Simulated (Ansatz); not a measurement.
**ZrSnSe3: a closer look at a trial structure**

Aim: for this structure of ZrSnSe3, compute bands, density of states and charges.

Program: Ansatz 0.2.0. Level of theory: DFT PBE, scalar-relativistic, plane waves, PAW. These are calculated values, not measurements.

1 further run of the same task is left out (it didn't finish).

### Step 1. The starting structure

It takes space group Pm-3m (No. 221, cubic). The conventional cell has a = 5.219 Å, b = 5.219 Å, c = 5.219 Å, α = 90.00°, β = 90.00°, γ = 90.00°. Around Zr (site symmetry m-3m) lie 6 Se at 2.61 Å. Sn (site symmetry m-3m) is surrounded by 12 Se at 3.69 Å. Se (site symmetry 4/mmm) has 2 Zr at 2.61 Å and 4 Sn at 3.69 Å as nearest neighbours.

Coordinates:

```
CELL_PARAMETERS angstrom
5.21929 0.00000 0.00000
0.00000 5.21929 0.00000
0.00000 0.00000 5.21929
ATOMIC_POSITIONS crystal
Zr 0.00000 0.00000 0.00000
Sn 0.50000 0.50000 0.50000
Se 0.50000 0.00000 0.00000
Se 0.00000 0.50000 0.00000
Se 0.00000 0.00000 0.50000
```

It is the end of an earlier relaxation with the same method, from a generated guess; it needn't be the stable form of this composition. At a tolerance of 0.05 Å it has space group Pm-3m (No. 221); it has 28.44 Å³/atom, an uncorrected energy of -0.59 eV/atom over the elements.

### Step 2. Static run: bands, density of states and charges

input.yaml

```yaml
crystal:
  lattice:
    - [5.2192940187, 0.0, 0.0]
    - [0.0, 5.2192940187, 0.0]
    - [0.0, 0.0, 5.2192940187]
  atoms:
    - { symbol: Zr, position: [0.0, 0.0, 0.0] }
    - { symbol: Sn, position: [0.5, 0.5, 0.5] }
    - { symbol: Se, position: [0.5, 0.0, 0.0] }
    - { symbol: Se, position: [0.0, 0.5, 0.0] }
    - { symbol: Se, position: [0.0, 0.0, 0.5] }
basis:
  ecutwfc: 420
kpoints:
  mp_grid: { grid: [8, 8, 8] }
  band_path:
    path:
      - [[0.0, 0.0, 0.0], [0.0, 0.5, 0.0], [0.5, 0.5, 0.0], [0.0, 0.0, 0.0], [0.5, 0.5, 0.5], [0.0, 0.5, 0.0]]
      - [[0.5, 0.5, 0.5], [0.5, 0.5, 0.0]]
    npoints: 14
hamiltonian:
  xc: pbe
scf:
  occupations: { method: gaussian, width: 0.1 }
  n_extra_bands: 12
output:
  forces: true
  stress: true
  eigenvalues: true
  populations: true
  dos: { projected: true, de: 0.02, nscf_kmesh: { grid: [10, 10, 10] } }
  bader: true
  write_density: true
  write_potential: true
  elf: true
  volumetric_format: npy
```

Started as:

```bash
ansatz run input.yaml --threads 1 --pin off --max-ram 2560MiB --backend cpu --events-out ev --progress --plain --runs-dir out
```

Q: Predict the outcome of this session. Wanted: gap; states at the Fermi level; Bader charges.

As calculated:

```
                 quantity                           value
                      gap                    none (metal)
states at the Fermi level            0.01 per eV per cell
            Bader charges  Zr +1.93, Sn +1.03, Se -0.98 e
```

What this shows: Bands cross the Fermi level: a metal at this level of theory. Of the projected weight within 0.25 eV of the Fermi level, the largest part is Se 4p (55 %) and Sn 5p (32 %). Charge transfer between the atoms is strong (Bader charges up to 1.9 e).
